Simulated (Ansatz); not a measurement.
# NaCa18: the cost of one run

All numbers below are computed with Ansatz 0.2.0 (DFT PBE+D3(BJ), plane waves, PAW, scalar-relativistic, no spin polarisation).

**1. Starting point**

The cell holds 19 atoms (Ca18Na): a = 7.891 Å, b = 11.837 Å, c = 18.443 Å, α = 90.00°, β = 90.00°, γ = 60.00°.

Its coordinates follow in the input file.

**2. End point A**

input.yaml reads:

```yaml
crystal:
  lattice:
    - [7.891312, 0.0, 0.0]
    - [5.918484, 10.251115, 0.0]
    - [0.0, 0.0, 18.443229]
  atoms:
    - { symbol: Ca, position: [0.1666667, 0.1111111, 0.0542204] }
    - { symbol: Ca, position: [0.6666667, 0.1111111, 0.0542204] }
    - { symbol: Ca, position: [0.1666667, 0.4444444, 0.0542204] }
    - { symbol: Ca, position: [0.6666667, 0.4444444, 0.0542204] }
    - { symbol: Ca, position: [0.1666667, 0.7777778, 0.0542204] }
    - { symbol: Ca, position: [0.6666667, 0.7777778, 0.0542204] }
    - { symbol: Ca, position: [-0.1666667, 0.2222222, 0.2288978] }
    - { symbol: Ca, position: [0.3333333, 0.2222222, 0.2288978] }
    - { symbol: Ca, position: [-0.1666667, 0.5555556, 0.2288978] }
    - { symbol: Ca, position: [0.3333333, 0.5555556, 0.2288978] }
    - { symbol: Ca, position: [-0.1666667, 0.8888889, 0.2288978] }
    - { symbol: Ca, position: [0.3333333, 0.8888889, 0.2288978] }
    - { symbol: Ca, position: [0.0, 0.0, 0.4035752] }
    - { symbol: Ca, position: [0.5, 0.0, 0.4035752] }
    - { symbol: Ca, position: [0.0, 0.3333333, 0.4035752] }
    - { symbol: Ca, position: [0.5, 0.3333333, 0.4035752] }
    - { symbol: Ca, position: [0.0, 0.6666667, 0.4035752] }
    - { symbol: Ca, position: [0.5, 0.6666667, 0.4035752] }
    - { symbol: Na, position: [0.1821131, 0.0932003, 0.5526814] }
basis:
  ecutwfc: 420.0
kpoints:
  mp_grid: { grid: [3, 2, 1] }
hamiltonian:
  xc: pbe
  dispersion: d3bj
scf:
  occupations: { method: gaussian, width: 0.15 }
  lower_state_search: "off"
relax:
  f_tol: 0.03
  max_steps: 60
  adjacent_minimum: "off"
  constraints: [{ sites: [0, 1, 2, 3, 4, 5] }]
```

Started as:

```console
> ansatz run input.yaml --threads 4 --pin off --max-ram 10240MiB --backend cpu --events-out ev --progress --plain --runs-dir out
```

What time and memory should one allow on 4 threads of AMD EPYC 7B13 (Zen 3), shared host?

About 59 s, with a peak of 2.7 GiB.
